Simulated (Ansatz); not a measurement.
# C8H16O2: up Jacob's ladder to CCSD(T)

An exercise on one series of results from a longer session: the logs are not shown, and one member is left open.

Computed with Ansatz 0.2.0, Gaussian basis. Level: functionals in def2-TZVPP, the program's frozen cores in correlated methods.

The runs, in order: LDA (SPW92), PBE-D4, revPBE-D4, BLYP-D4, r2SCAN-D4, B97M-V, PBE0-D4, B3LYP-D4, r2SCANh-D4, r2SCAN0-D4, HSE06-D4, BHLYP-D4, CAM-B3LYP-D4, LC-ωPBE, ωB97X-V, ωB97M-V, B2PLYP, PBE-QIDH; CCSD(T)/def2-SVP; CCSD(T)/def2-TZVPP; MP2/def2-QZVPP; extrapolation to the limit; RPA on PBE.

## The relaxed structure

An earlier PBE0-D4 in a triple-zeta def2 set relaxation fixed the geometry.

SMILES `COC1(OC)CCCCC1`, 26 atoms, charge 0, spin multiplicity 1.

Atoms are counted from 1 here; the program's logs count them from 0.

Bond lengths: C1–O2 1.408 Å, C1–H11 1.094 Å, C1–H12 1.090 Å, C1–H13 1.096 Å, O2–C3 1.408 Å, C3–O4 1.412 Å, C3–C6 1.523 Å, C3–C10 1.523 Å, O4–C5 1.407 Å, C5–H14 1.090 Å, C5–H15 1.094 Å, C5–H16 1.096 Å, C6–C7 1.520 Å, C6–H17 1.094 Å, C6–H18 1.092 Å, C7–C8 1.522 Å, C7–H19 1.094 Å, C7–H20 1.096 Å and more. Angles: O2–C1–H11 111.7°, O2–C1–H12 106.6°, O2–C1–H13 112.0°, H11–C1–H12 109.0°, H11–C1–H13 108.9°, H12–C1–H13 108.5°, C1–O2–C3 116.1°, O2–C3–O4 110.7°, O2–C3–C6 105.1°, O2–C3–C10 112.9°, O4–C3–C6 112.8°, O4–C3–C10 105.0°, C6–C3–C10 110.6°, C3–O4–C5 116.1°, O4–C5–H14 106.7°, O4–C5–H15 111.7°, O4–C5–H16 112.0°, H14–C5–H15 109.0° and more.

As a file:

```mol
C8H16O2
  3D, bonds by distance, orders not assigned

 26 26  0  0  0  0  0  0  0  0999 V2000
    0.9348   -2.5491   -0.9848 C   0  0
    0.2482   -1.9250    0.0744 O   0  0
    0.0629   -0.5342   -0.0422 C   0  0
   -0.7042   -0.2276   -1.1875 O   0  0
   -2.0092   -0.7530   -1.2171 C   0  0
   -0.6192   -0.1152    1.2531 C   0  0
   -0.8363    1.3879    1.3184 C   0  0
    0.4786    2.1351    1.1487 C   0  0
    1.1714    1.7312   -0.1440 C   0  0
    1.3710    0.2240   -0.2285 C   0  0
    0.5586   -2.2224   -1.9593 H   0  0
    0.7635   -3.6208   -0.8792 H   0  0
    2.0137   -2.3634   -0.9395 H   0  0
   -2.3567   -0.6707   -2.2474 H   0  0
   -2.0285   -1.8051   -0.9168 H   0  0
   -2.6936   -0.1878   -0.5737 H   0  0
    0.0258   -0.4399    2.0747 H   0  0
   -1.5562   -0.6663    1.3618 H   0  0
   -1.3077    1.6520    2.2692 H   0  0
   -1.5295    1.6936    0.5267 H   0  0
    0.3078    3.2155    1.1648 H   0  0
    1.1334    1.9083    1.9998 H   0  0
    0.5666    2.0547   -0.9968 H   0  0
    2.1388    2.2342   -0.2320 H   0  0
    2.0613   -0.1131    0.5519 H   0  0
    1.8048   -0.0429   -1.1948 H   0  0
  1  2  8  0
  2  3  8  0
  3  4  8  0
  4  5  8  0
  3  6  8  0
  6  7  8  0
  7  8  8  0
  8  9  8  0
  9 10  8  0
  1 11  8  0
  1 12  8  0
  1 13  8  0
  5 14  8  0
  5 15  8  0
  5 16  8  0
  6 17  8  0
  6 18  8  0
  7 19  8  0
  7 20  8  0
  8 21  8  0
  8 22  8  0
  9 23  8  0
  9 24  8  0
 10 25  8  0
 10 26  8  0
  3 10  8  0
M  END
```

The first run:

in.yaml

```yaml
crystal:
  periodic: [false, false, false]
  atoms:
    - {symbol: C, position_ang: [0.934762, -2.549148, -0.984827]}
    - {symbol: O, position_ang: [0.248241, -1.925043, 0.074362]}
    - {symbol: C, position_ang: [0.062922, -0.534153, -0.042217]}
    - {symbol: O, position_ang: [-0.704235, -0.227556, -1.187531]}
    - {symbol: C, position_ang: [-2.009180, -0.752985, -1.217069]}
    - {symbol: C, position_ang: [-0.619191, -0.115187, 1.253085]}
    - {symbol: C, position_ang: [-0.836348, 1.387889, 1.318361]}
    - {symbol: C, position_ang: [0.478644, 2.135123, 1.148702]}
    - {symbol: C, position_ang: [1.171352, 1.731234, -0.144045]}
    - {symbol: C, position_ang: [1.370959, 0.223979, -0.228452]}
    - {symbol: H, position_ang: [0.558643, -2.222403, -1.959286]}
    - {symbol: H, position_ang: [0.763494, -3.620783, -0.879162]}
    - {symbol: H, position_ang: [2.013683, -2.363393, -0.939531]}
    - {symbol: H, position_ang: [-2.356733, -0.670720, -2.247378]}
    - {symbol: H, position_ang: [-2.028498, -1.805076, -0.916780]}
    - {symbol: H, position_ang: [-2.693633, -0.187833, -0.573736]}
    - {symbol: H, position_ang: [0.025805, -0.439898, 2.074748]}
    - {symbol: H, position_ang: [-1.556184, -0.666301, 1.361838]}
    - {symbol: H, position_ang: [-1.307745, 1.652016, 2.269227]}
    - {symbol: H, position_ang: [-1.529493, 1.693602, 0.526743]}
    - {symbol: H, position_ang: [0.307847, 3.215514, 1.164807]}
    - {symbol: H, position_ang: [1.133420, 1.908253, 1.999838]}
    - {symbol: H, position_ang: [0.566616, 2.054710, -0.996793]}
    - {symbol: H, position_ang: [2.138821, 2.234202, -0.231961]}
    - {symbol: H, position_ang: [2.061254, -0.113148, 0.551877]}
    - {symbol: H, position_ang: [1.804767, -0.042924, -1.194812]}
basis:
  gaussian: {orbitals: def2-TZVPP}
hamiltonian: {xc: lda}
output: {orbitals: {seedname: orbitals}}
```

Launch:

```sh
$ ansatz run in.yaml --threads 4 --pin off --events-out ev --progress --plain --max-ram 63488MiB --backend cuda --devices 0, --max-vram 37GiB
```

Steps of the session up to this table: LDA; PBE-D4 (GGA); revPBE-D4 (GGA); BLYP-D4 (GGA); r2SCAN-D4 (meta-GGA); B97M-V (meta-GGA); PBE0-D4 (hybrid); B3LYP-D4 (hybrid); r2SCANh-D4 (hybrid); r2SCAN0-D4 (hybrid); HSE06-D4 (hybrid); BHLYP-D4 (hybrid); CAM-B3LYP-D4 (range-separated); LC-ωPBE (range-separated); ωB97X-V (range-separated); ωB97M-V (range-separated); B2PLYP (double hybrid); PBE-QIDH (double hybrid).

One table of the session follows, with a row left open; its other results are not shown here.

It belongs to the step «Orbital energies across the functionals». 

| functional | HOMO (eV) | LUMO (eV) | gap (eV) |
| --- | --- | --- | --- |
| LDA (SPW92) | -6.06 | 0.23 | 6.28 |
| PBE-D4 | ? | ? | ? |
| revPBE-D4 | -5.83 | 0.48 | 6.31 |
| BLYP-D4 | -5.82 | 0.39 | 6.21 |
| r2SCAN-D4 | -6.21 | 1.10 | 7.31 |
| B97M-V | -6.41 | 0.50 | 6.90 |
| PBE0-D4 | -7.46 | 1.19 | 8.65 |
| B3LYP-D4 | -7.23 | 0.87 | 8.10 |
| r2SCANh-D4 | -6.80 | 1.33 | 8.13 |
| r2SCAN0-D4 | -7.67 | 1.67 | 9.34 |
| HSE06-D4 | -7.05 | 0.82 | 7.87 |
| BHLYP-D4 | -8.95 | 1.80 | 10.75 |
| CAM-B3LYP-D4 | -8.91 | 1.96 | 10.87 |
| LC-ωPBE | -10.20 | 3.25 | 13.45 |
| ωB97X-V | -9.91 | 3.02 | 12.93 |
| ωB97M-V | -9.85 | 2.59 | 12.44 |

Q: Estimate the row for PBE-D4 from the others.

As computed: HOMO (eV): -5.90; LUMO (eV): 0.39; gap (eV): 6.29. In the column «HOMO (eV)» it lies between LDA (SPW92) (-6.06) and revPBE-D4 (-5.83).
